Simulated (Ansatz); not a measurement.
# Al2Ge3B3N: one candidate of a structure search, part 2 of 2

Where does this trial cell of Al2Ge3B3N go when cell and atoms are let free?

Ansatz 0.2.0; DFT PBE, scalar-relativistic, plane waves, PAW. Earlier steps stand in the parts before.

**4. Relaxation on the finer mesh**

The end of the coarse run is made exact in the group found at a tolerance of 0.06 Å and reduced to its primitive cell.

Input file input.yaml:

```yaml
crystal:
  lattice:
    - [4.2680247478, 0.0, 0.0]
    - [0.0, 4.2680247478, 0.0]
    - [0.0, 0.0, 6.647307699]
  atoms:
    - { symbol: Al, position: [0.0, 0.0, 0.81716086] }
    - { symbol: Al, position: [0.0, 0.0, 0.18283914] }
    - { symbol: Ge, position: [0.0, 0.5, 0.5] }
    - { symbol: Ge, position: [0.5, 0.0, 0.5] }
    - { symbol: Ge, position: [0.5, 0.5, 0.0] }
    - { symbol: B, position: [0.0, 0.5, 0.0] }
    - { symbol: B, position: [0.5, 0.0, 0.0] }
    - { symbol: B, position: [0.0, 0.0, 0.5] }
    - { symbol: "N", position: [0.5, 0.5, 0.5] }
basis:
  ecutwfc: 420
kpoints:
  mp_grid: { grid: [10, 10, 6] }
hamiltonian:
  xc: pbe
scf:
  occupations: { method: gaussian, width: 0.1 }
output:
  forces: true
  stress: true
  eigenvalues: true
  write_density: true
  write_potential: true
  elf: true
  volumetric_format: npy
relax:
  adjacent_minimum: "off"
  f_tol: 0.01
  max_steps: 80
  cell: { stress_tol: 0.05 }
```

Command:

```bash
> ansatz run input.yaml --threads 1 --pin off --max-ram 2048MiB --backend cpu --events-out ev --progress --plain --runs-dir out
```

What it wrote, shortened:

```text
Warning: RAYON_NUM_THREADS=1 ignored (pool sized by the plan → 1); use --threads N
[...]
Pseudopotentials: kind: paw
Pseudopotential: Al, paw, valence charge 3, recommended cutoff 420 eV (normal), Al.paw.azcp
Pseudopotential: Ge, paw, valence charge 14, recommended cutoff 420 eV (normal), Ge.paw.azcp
Pseudopotential: B, paw, valence charge 3, recommended cutoff 420 eV (normal), B.paw.azcp
Pseudopotential: N, paw, valence charge 5, recommended cutoff 420 eV (normal), N.paw.azcp
Functional definition: PBE
[...]
Crystal: 9 atoms, lattice volume = 121.088 Å³
Basis set: ecut = 420 eV, 2335 PW (Γ), exchange–correlation on 60×60×90 points (8 copies of the dense FFT grid, shifted against one another)
Bands: 40, of which v1, the nominal top of the filled ones, is band 31 counted from 1 (30 counted from 0)
Symmetry: 16 space group operations
Space group: P4/mmm (ITA 123), of the structure as read, at distance tolerance 4.9e-5 Å
[...]
  F+E_penalty+E_count = -14804.64924730 eV   max|allowed force component| = 1.682e-4 eV/Å   (the final SCF, on the basis selected at the relaxed cell)
  cell:  # Å, volume = 120.8964 Å³
    - [4.264882570210706, -2.0768774972997722e-35, 0.0]
    - [-2.0768774972997722e-35, 4.264882570210706, 0.0]
    - [0.0, 0.0, 6.646596352063959]
  atoms:
    - { symbol: Al, position: [8.568585591675985e-36, -8.813402322866727e-38, 0.817627594737963] }
    - { symbol: Al, position: [8.568585591675985e-36, -8.813402322866727e-38, 0.1823724052620369] }
    - { symbol: Ge, position: [8.568585591675986e-36, 0.5, 0.49999999999999994] }
    - { symbol: Ge, position: [0.5, -8.813402322866746e-38, 0.49999999999999994] }
    - { symbol: Ge, position: [0.5, 0.5, -1.812266161111627e-21] }
    - { symbol: B, position: [-1.4786930563920842e-36, 0.5, -1.812266161111627e-21] }
    - { symbol: B, position: [0.5, -3.3409558876152446e-52, -1.812266161111627e-21] }
    - { symbol: B, position: [-8.617548937914133e-36, -8.813402322866727e-38, 0.49999999999999994] }
    - { symbol: N, position: [0.5, 0.5, 0.49999999999999994] }
```

It took 55 s on 1 thread of INTEL XEON PLATINUM 8581C at 2.30GHz (Emerald Rapids), shared host; peak memory 0.66 GiB.

The steps of the relaxation:

```csv
step,energy from step 1 (eV/cell),largest force component (eV/Å),pressure (GPa),volume (Å³)
1,0.0000,0.0735,-0.19,121.09
2,-0.0005,0.0220,-0.06,120.95
3,-0.0006,0.0002,0.00,120.90
4,-0.0004,0.0002,0.00,120.90
```

Step 1 is the start. Step 4 repeats the geometry before it on a plane-wave basis chosen anew for that cell, so its energy need not be comparable with the rows above.

|  | before | after | change |
| --- | --- | --- | --- |
| a (Å) | 4.268 | 4.265 | -0.1 % |
| b (Å) | 4.268 | 4.265 | -0.1 % |
| c (Å) | 6.647 | 6.647 | 0.0 % |
| volume (Å³/atom) | 13.45 | 13.43 | -0.2 % |
| shortest distance (Å) | 2.108 | 2.111 | +0.1 % |
| space group (0.01 Å) | P4/mmm | P4/mmm | same |

The run keeps the 16 symmetry operations of the start, so it could not have lowered the symmetry.

Density in a lattice plane of the grid's cell (edges 4.26 and 6.65 Å, at 0.000 of the third edge), which holds Al and Ge and B.

Ten even steps from '0' (0.06 e/Å³) to '9' (56.66 e/Å³):
```
0000000000000000
0000000000000000
0000000000000000
0000000000000000
0000000000000000
0000000000000000
0000000000000000
0000000000000000
0000000131000000
0000000494000000
0000000131000000
0000000000000000
0000000000000000
0000000000000000
0000000000000000
0000000000000000
0000000000000000
0000000000000000
0000000000000000
0000000000000000
```
Columns run along the first of these edges and rows up along the second, over one cell in 16 and 20 even steps from the bottom left corner. Atoms in the plane (fractional): Al at (0.00, 0.82), Al at (0.00, 0.18), Ge at (0.50, 0.50), B at (0.50, 1.00), B at (1.00, 0.50).

ELF in the same plane.

Ten even steps from ' ' (0.02) to '@' (0.86):
```
****####%%%%##--..--##%%%%####**
....==##%%%%%%%%##%%%%%%%%##==..
::  ..**##%%%%%%%%%%%%%%##**..  
::    --++++++++++++++++++--    
  ..::====--------------====::..
%%%%##**==--------------==**##%%
@@@@%%##**++==========++**##%%@@
%%%%%%%%##++==--::--==++##%%%%%%
..--##%%##++::      ::++##%%##--
    ++%%##++..      ..++##%%++  
..--##%%##++::      ::++##%%##--
%%%%%%%%##++==--::--==++##%%%%%%
@@@@%%##**++==========++**##%%@@
%%%%##**==--------------==**##%%
  ..::====--------------====::..
::    --++++++++++++++++++--    
::  ..**##%%%%%%%%%%%%%%##**..  
....==##%%%%%%%%##%%%%%%%%##==..
****####%%%%##--..--##%%%%####**
##########%%++      ++%%########
```
Columns run along the first of these edges and rows up along the second, over one cell in 16 and 20 even steps from the bottom left corner. Atoms in the plane (fractional): Al at (0.00, 0.82), Al at (0.00, 0.18), Ge at (0.50, 0.50), B at (0.50, 1.00), B at (1.00, 0.50).

Both are smooth fields of the valence electrons: close to the nuclei they are not physical.

The highest ELF values outside the cores: 0.86 on the B–Al line, 1.0 Å from B; 0.83 in the shell around N, 0.6 Å from N; 0.80 on the B–Ge line, 0.8 Å from B.

**5. Outcome**

What follows sums up all 2 parts. Changes of volume or cell count from the first structure of part 1.

```
                                                              quantity                                                                      value
                                symmetry at the end (tolerance 0.05 Å)                                               space group P4/mmm (No. 123)
                                                     conventional cell  a = 4.265 Å, b = 4.265 Å, c = 6.647 Å, α = 90.00°, β = 90.00°, γ = 90.00°
                                                                volume                                                              13.43 Å³/atom
energy over the elements (uncorrected; H, N, O, F and Cl as molecules)                                                              +0.78 eV/atom
                                                       gap on the mesh                                                               none (metal)
```

The space group P4/mmm (No. 123) is kept, and the volume per atom grows by 2.4 % from the first guess. With a positive formation energy it can't be a ground state. No finished test with a distortion of lower symmetry is shown, so the end may be a saddle point.
